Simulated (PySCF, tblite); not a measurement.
**C₄H₁₃NSSi₂: geometry, infrared bands and NMR shifts**

Wanted: the infrared bands and NMR shifts of C₄H₁₃NSSi₂ (`C=CCN[Si@H]([SiH3])SC`), by calculation.

Computed with tblite 0.8.0 and PySCF 2.14.0, with density-fitted response routines of our own, on a single molecule in the gas phase. Atoms are numbered from 0 throughout.

## Step 1: Starting geometry

21 atoms, charge 0, multiplicity 1; geometry from: force field or distance geometry start.

Bonds of the start (Å): C0–C1 1.31, C1–C2 1.50, C2–N3 1.45, N3–Si4 1.76, Si4–Si5 2.23, Si4–S6 2.16, S6–C7 1.83, C0–H8 1.08, C0–H9 1.12, C1–H10 1.08, C2–H11 1.11, C2–H12 1.12, N3–H13 1.05, Si4–H14 1.48, Si5–H15 1.49, Si5–H16 1.46, Si5–H17 1.47, C7–H18 1.09, C7–H19 1.11, C7–H20 1.11.

## Step 2: Relaxing the molecule with GFN2-xTB

The job: settings as JSON, then the geometry in Å.

```
{"job": {"kind": "relax", "xc": "GFN2-xTB", "basis": "xTB"}, "charge": 0, "multiplicity": 1}
C     -4.020600     0.775200     0.026200
C     -3.098300     0.109100     0.678800
C     -1.815100    -0.196500    -0.041600
N     -0.755500     0.447300     0.701500
Si     0.808300     0.156100    -0.055000
Si     1.463100    -1.975400    -0.014400
S      2.278400     1.281900     1.066500
C      3.775100     1.302400     0.021800
H     -3.893600     1.103100    -0.997400
H     -4.997500     1.035300     0.503000
H     -3.284200    -0.195600     1.701900
H     -1.850900     0.186500    -1.079300
H     -1.707500    -1.312900    -0.054900
H     -0.726200     0.026400     1.667500
H      0.856900     0.696300    -1.432800
H      2.435700    -2.163900     1.093600
H      0.280800    -2.789300     0.253800
H      2.071300    -2.339300    -1.299700
H      4.200800     2.304500    -0.011900
H      4.498500     0.566000     0.432800
H      3.471600     0.999500    -1.006200
```

Started as:

```sh
OMP_NUM_THREADS=1 python probes_run.py task.json out
```

The driver reads the jobs from task.json and runs them one after another.

**Question.** This job is followed by: GFN2-xTB harmonic vibrations, gas phase; GIAO PBE0/pcSseg-1 NMR shielding, non-relativistic, gas phase. What will the session give for the following? strongest single infrared mode (GFN2-xTB); zero-point energy (GFN2-xTB); ¹³C shifts against TMS (PBE0/pcSseg-1); ¹H shifts against TMS (PBE0/pcSseg-1, means over atoms taken as alike); ¹⁵N shifts against NH3 (PBE0/pcSseg-1); ²⁹Si shifts against TMS (PBE0/pcSseg-1); ³³S shifts against CS2 (PBE0/pcSseg-1).

**Answer**, as computed:

| quantity | value |
| --- | --- |
| strongest single infrared mode (GFN2-xTB) | 789 cm⁻¹, 345 km/mol |
| zero-point energy (GFN2-xTB) | 98.2 kcal/mol |
| ¹³C shifts against TMS (PBE0/pcSseg-1) | 148.1, 121.0, 52.3, 11.6 ppm |
| ¹H shifts against TMS (PBE0/pcSseg-1, means over atoms taken as alike) | 6.05, 6.01, 5.32, 5.28, 3.89, 3.40, 3.19, 1.97, 0.50 ppm |
| ¹⁵N shifts against NH3 (PBE0/pcSseg-1) | 32.6 ppm |
| ²⁹Si shifts against TMS (PBE0/pcSseg-1) | -7.1, -126.8 ppm |
| ³³S shifts against CS2 (PBE0/pcSseg-1) | -213 ppm |

In words: Over 255 steps the energy fell by 0.695 eV; of the close pairs, Si4–Si5 changed most, 2.230 to 2.315 Å. The lowest mode is slightly imaginary (14i cm⁻¹), a soft motion within the noise of the Hessian, so the minimum is not strictly shown. The strongest single mode, at 789 cm⁻¹, is carried by H15, H16, H17. GFN2-xTB is a fitted tight-binding method: band positions and strengths are rough. Its intensities can rank the bands wrongly. C1 (alkene CH) lies farthest downfield among carbon, at 148.1 ppm; the olefinic region. H10 (hydrogen on an alkene CH) lies farthest downfield among hydrogen, at 6.05 ppm; olefinic region. At PBE0/pcSseg-1: Shielding is most anisotropic at S6 (span 289 ppm, paramagnetic term -344 ppm).
